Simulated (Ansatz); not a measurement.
**C3H5AlO: how energies converge with the basis set**

An exercise on one series of results from a longer session: the logs are not shown, and one member is left open.

Program: Ansatz 0.2.0, Gaussian basis. Level of theory: one geometry, several basis sets. These are calculated values, not measurements.

Plan: PBE0-D4/def2-SVP; ωB97M-V/def2-SVP; PBE0-D4/def2-QZVPP; ωB97M-V/def2-QZVPP; the functionals' def2-TZVPP values are taken from earlier runs.

## The relaxed structure

The geometry comes from an earlier relaxation with PBE0-D4 in a triple-zeta def2 set; it is a stationary point, not always the lowest conformer.

SMILES `O=C/C=[CH]/[AlH2]`, 10 atoms, charge 0, spin multiplicity 1.

Atoms are counted from 1 here; the program's logs count them from 0.

Bond lengths: O1–C2 1.204 Å, C2–C3 1.485 Å, C2–H6 1.110 Å, C3–C4 1.340 Å, C3–H7 1.090 Å, C4–Al5 1.948 Å, C4–H8 1.091 Å, Al5–H9 1.584 Å, Al5–H10 1.586 Å. Angles: O1–C2–C3 124.2°, O1–C2–H6 120.4°, C3–C2–H6 115.4°, C2–C3–C4 122.6°, C2–C3–H7 115.6°, C4–C3–H7 121.8°, C3–C4–Al5 120.7°, C3–C4–H8 114.7°, Al5–C4–H8 124.6°, C4–Al5–H9 121.4°, C4–Al5–H10 116.3°, H9–Al5–H10 122.2°.

Set-up of the first run:

Input file in.yaml:

```yaml
crystal:
  periodic: [false, false, false]
  atoms:
    - {symbol: O, position_ang: [-2.665130, 0.526806, 0.095227]}
    - {symbol: C, position_ang: [-1.743928, 0.728256, 0.843054]}
    - {symbol: C, position_ang: [-0.339624, 0.334839, 0.561696]}
    - {symbol: C, position_ang: [0.024081, -0.287801, -0.567964]}
    - {symbol: Al, position_ang: [1.883236, -0.778514, -0.878303]}
    - {symbol: H, position_ang: [-1.910098, 1.237446, 1.815104]}
    - {symbol: H, position_ang: [0.383818, 0.585531, 1.336941]}
    - {symbol: H, position_ang: [-0.793213, -0.482645, -1.264425]}
    - {symbol: H, position_ang: [2.332190, -1.515347, -2.206288]}
    - {symbol: H, position_ang: [2.911766, -0.399771, 0.268059]}
basis:
  gaussian: {orbitals: def2-SVP}
hamiltonian: {xc: pbe0, dispersion: d4}
output: {orbitals: {seedname: orbitals}}
```

The run is started by

```
$ ansatz run in.yaml --threads 2 --pin off --events-out ev --progress --plain --max-ram 4352MiB
```

Among the steps run: PBE0-D4 in def2-SVP; ωB97M-V in def2-SVP; PBE0-D4 in def2-QZVPP; ωB97M-V in def2-QZVPP.

One of the session's tables, all rows but one given; the rest of the session is left out.

It belongs to the step «Density functionals: the series». 

```
functional       basis  HOMO (eV)  LUMO (eV)
   PBE0-D4    def2-SVP      -7.47      -2.62
   PBE0-D4  def2-TZVPP          ?          ?
   PBE0-D4  def2-QZVPP      -7.59      -2.74
   ωB97M-V    def2-SVP      -9.82      -0.63
   ωB97M-V  def2-TZVPP      -9.94      -0.76
   ωB97M-V  def2-QZVPP      -9.97      -0.82
```

Estimate the missing values for PBE0-D4, def2-TZVPP.

The run gave: HOMO (eV): -7.57; LUMO (eV): -2.71. In the column «HOMO (eV)» it lies between PBE0-D4, def2-QZVPP (-7.59) and PBE0-D4, def2-SVP (-7.47).
